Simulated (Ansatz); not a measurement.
# C₆H₁₀O₂: up Jacob's ladder to CCSD(T)

One table from this session's results is given with a row withheld; the runs are named, their logs left out.

Method: functionals in def2-TZVPP, the program's frozen cores in correlated methods; program: Ansatz 0.2.0, Gaussian basis.

Levels to be run: PBE-D4, r2SCAN-D4, PBE0-D4, B3LYP-D4, ωB97X-V, ωB97M-V, B2PLYP; CCSD(T)/def2-TZVPP; MP2/def2-QZVPP; extrapolation to the limit.

## Structure used throughout

An earlier PBE0-D4 in a triple-zeta def2 set relaxation fixed the geometry.

SMILES `CCC(=O)CC(C)=O`, 18 atoms, charge 0, spin multiplicity 1.

Atoms are counted from 1 here; the program's logs count them from 0.

Bond lengths: C1–C2 1.513 Å, C1–H9 1.091 Å, C1–H10 1.091 Å, C1–H11 1.091 Å, C2–C3 1.503 Å, C2–H12 1.097 Å, C2–H13 1.098 Å, C3–O4 1.205 Å, C3–C5 1.523 Å, C5–C6 1.523 Å, C5–H14 1.090 Å, C5–H15 1.090 Å, C6–C7 1.498 Å, C6–O8 1.205 Å, C7–H16 1.094 Å, C7–H17 1.088 Å, C7–H18 1.094 Å. Angles: C2–C1–H9 110.9°, C2–C1–H10 110.7°, C2–C1–H11 111.0°, H9–C1–H10 108.3°, H9–C1–H11 107.3°, H10–C1–H11 108.5°, C1–C2–C3 114.0°, C1–C2–H12 112.3°, C1–C2–H13 111.5°, C3–C2–H12 107.0°, C3–C2–H13 106.8°, H12–C2–H13 104.7°, C2–C3–O4 123.5°, C2–C3–C5 115.7°, O4–C3–C5 120.8°, C3–C5–C6 107.0°, C3–C5–H14 111.1°, C3–C5–H15 108.2° and more.

The first run:

in.yaml reads:

```yaml
crystal:
  periodic: [false, false, false]
  atoms:
    - {symbol: C, position_ang: [-0.855249, -1.667402, -2.063233]}
    - {symbol: C, position_ang: [-0.161904, -0.399607, -1.615863]}
    - {symbol: C, position_ang: [0.510561, -0.511828, -0.276745]}
    - {symbol: O, position_ang: [0.583544, -1.541064, 0.346175]}
    - {symbol: C, position_ang: [1.059500, 0.787311, 0.297088]}
    - {symbol: C, position_ang: [-0.033410, 1.385175, 1.172807]}
    - {symbol: C, position_ang: [-0.050827, 0.929439, 2.599679]}
    - {symbol: O, position_ang: [-0.847047, 2.143372, 0.709316]}
    - {symbol: H, position_ang: [-1.639526, -1.951375, -1.359707]}
    - {symbol: H, position_ang: [-1.308796, -1.532270, -3.046506]}
    - {symbol: H, position_ang: [-0.151977, -2.499533, -2.117523]}
    - {symbol: H, position_ang: [-0.849675, 0.453483, -1.559157]}
    - {symbol: H, position_ang: [0.609438, -0.087582, -2.332189]}
    - {symbol: H, position_ang: [1.289788, 1.498978, -0.495435]}
    - {symbol: H, position_ang: [1.945560, 0.552232, 0.887235]}
    - {symbol: H, position_ang: [0.026300, -0.160665, 2.640461]}
    - {symbol: H, position_ang: [-0.954803, 1.274044, 3.097997]}
    - {symbol: H, position_ang: [0.828532, 1.327292, 3.115612]}
basis:
  gaussian: {orbitals: def2-TZVPP}
hamiltonian: {xc: pbe, dispersion: d4}
output: {forces: true, orbitals: {seedname: orbitals}}
```

On the command line:

```
> ansatz run in.yaml --threads 2 --pin off --events-out ev --progress --plain --max-ram 32768MiB --backend cuda --devices 0, --max-vram 18GiB
```

Steps of the session up to this table: PBE-D4 (GGA); r2SCAN-D4 (meta-GGA); PBE0-D4 (hybrid); B3LYP-D4 (hybrid); ωB97X-V (range-separated); ωB97M-V (range-separated); B2PLYP (double hybrid); CCSD(T) in def2-TZVPP; MP2 in def2-QZVPP.

One table of the session follows, with a row left open; its other results are not shown here.

```
            method  atoms, summed (eV)  atomisation energy (eV)
            PBE-D4                   ?                        ?
         r2SCAN-D4          -10397.852                   79.921
           PBE0-D4          -10391.479                   80.204
          B3LYP-D4          -10404.844                   79.553
           ωB97X-V          -10400.772                   79.658
           ωB97M-V          -10399.478                   79.769
            B2PLYP          -10396.168                   78.810
     HF/def2-TZVPP          -10361.667                   57.995
    MP2/def2-TZVPP          -10380.170                   79.177
   CCSD/def2-TZVPP          -10384.406                   76.276
CCSD(T)/def2-TZVPP          -10384.893                   77.563
           MP2/CBS          -10383.612                   81.020
       CCSD(T)/CBS          -10388.335                   79.406
```

**Question.** Estimate the row for PBE-D4.

As computed: atoms, summed (eV): -10389.071; atomisation energy (eV): 81.933. In the column «atoms, summed (eV)» it lies between PBE0-D4 (-10391.479) and CCSD(T)/CBS (-10388.335).

To keep in mind: Free atoms (6 C, 2 O, 10 H) were run apart at each level; the atomisation energy is their sum less the molecule, without zero-point or spin-orbit terms.
